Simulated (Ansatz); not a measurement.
a series on the perovskite structure: KYO3, KYS3, KYSe3, KYTe3, a table of relaxed lattice constants and trends

With Ansatz's Python interface.

At the Python prompt:
```pycon
>>> import warnings
>>> import ansatz as az
>>> import numpy as np
>>> def perovskite(a_site, b_site, x_site, a):
...     return (
...         az.Lattice.cubic(a)
...         .space_group(221)
...         .atom(a_site, [0, 0, 0])
...         .atom(b_site, [0.5, 0.5, 0.5])
...         .atom(x_site, [0.5, 0.5, 0])
...     )
...
>>> def compute(name, crystal, relax=True):
...     calc = crystal.calculation()
...     calc = calc.functional("r2SCAN").basis(550)
...     calc = calc.kpoints(spacing=0.3)
...     calc = calc.occupations("fermi_dirac", width=0.02).stress()
...     calc = calc.band_table()
...     if relax:
...         calc = calc.relax(force_tolerance=0.02, cell=True)
...     return calc.run(threads=1, backend="cpu")
...
>>> def bulk_modulus(name, outcome, step=0.02):
...     # B = -V dP/dV from the pressures of two uniformly scaled cells, atoms held at their fractions
...     pressure = []
...     for factor in (1 - step, 1.0, 1 + step):
...         cell = az.Crystal(lattice=az.Lattice.of(outcome.lattice.cell_ang * factor ** (1 / 3)))
...         for site in outcome.report["lattice"]["sites"]:
...             cell = cell.atom(site["symbol"], site["position_frac"])
...         pressure.append(np.trace(compute(name, cell, relax=False).report["stress_gpa"]) / 3)
...     slope, bend = (pressure[0] - pressure[2]) / (2 * step), abs(pressure[0] + pressure[2] - 2 * pressure[1])
...     # a jump of mesh or basis between the cells shows as a kink: no modulus then
...     return float(slope) if bend < 12 * step**2 * abs(slope) + 0.15 and abs(pressure[1]) < 1.5 else float("nan")
...
>>> def volume_per_atom(outcome):
...     return abs(np.linalg.det(outcome.lattice.cell_ang)) / len(outcome.lattice.sites)
...
>>> def gap_ev(outcome):
...     # nan where the run reports no band edges: a metal, overlapping bands, or a gap that is small against the smearing
...     edges = outcome.report.get("band_edges_ev")
...     return edges[1] - edges[0] if edges else float("nan")
...
>>> # rough a for each member; the cell is relaxed
>>> warnings.simplefilter("ignore", az.DeckWarning)
>>> phases = {}
>>> phases["KYO3"] = perovskite("K", "Y", "O", 4.5)
>>> phases["KYS3"] = perovskite("K", "Y", "S", 4.83)
>>> phases["KYSe3"] = perovskite("K", "Y", "Se", 4.95)
>>> phases["KYTe3"] = perovskite("K", "Y", "Te", 5.09)
>>> done = {}
>>> for name, crystal in phases.items():
...     try:
...         done[name] = compute(name, crystal)
...     except az.NonConvergedError as error:
...         print(name, "did not converge:", str(error)[:120])
...

>>> rows = [(name, float(np.linalg.norm(o.lattice.cell_ang[0])), volume_per_atom(o), gap_ev(o), bulk_modulus(name, o)) for name, o in done.items()]
>>> print("| compound | a (A) | V (A^3/atom) | gap on mesh (eV) | B (GPa) |")
| compound | a (A) | V (A^3/atom) | gap on mesh (eV) | B (GPa) |
>>> print("| --- | --- | --- | --- | --- |")
| --- | --- | --- | --- | --- |
>>> for row in rows:
...     print(f"| {row[0]} | {row[1]:.3f} | {row[2]:.3f} | {row[3]:.2f} | {row[4]:.0f} |")
...
| KYO3 | 4.405 | 17.097 | nan | 60 |
| KYS3 | 5.296 | 29.701 | nan | 42 |
| KYSe3 | 5.516 | 33.568 | nan | 36 |
| KYTe3 | 5.925 | 41.602 | nan | 29 |
```

From smallest to largest: KYO3 (17.10 Å³), KYS3 (29.70 Å³), KYSe3 (33.57 Å³) and KYTe3 (41.60 Å³). The largest is 143 % above the smallest.

Spin is left out of this run. For the metals among these phases the mesh is modest: differences between phases can be off by up to 40 meV an atom. The bulk modulus is taken at fixed shape and positions, an upper value where these are free. Pressure is positive in compression. Gaps and levels are Kohn-Sham values on a finite set of k-points, without spin-orbit coupling. The cells are built on a prototype by substitution; a member may or may not take this structure in nature. Timing: 2.1 min on 1 thread of AMD EPYC 9R45 96-Core Processor (Zen 5) (shared host), peak memory 1.1 GiB.

(Lines on the test bed's own set-up are left out of the output.)
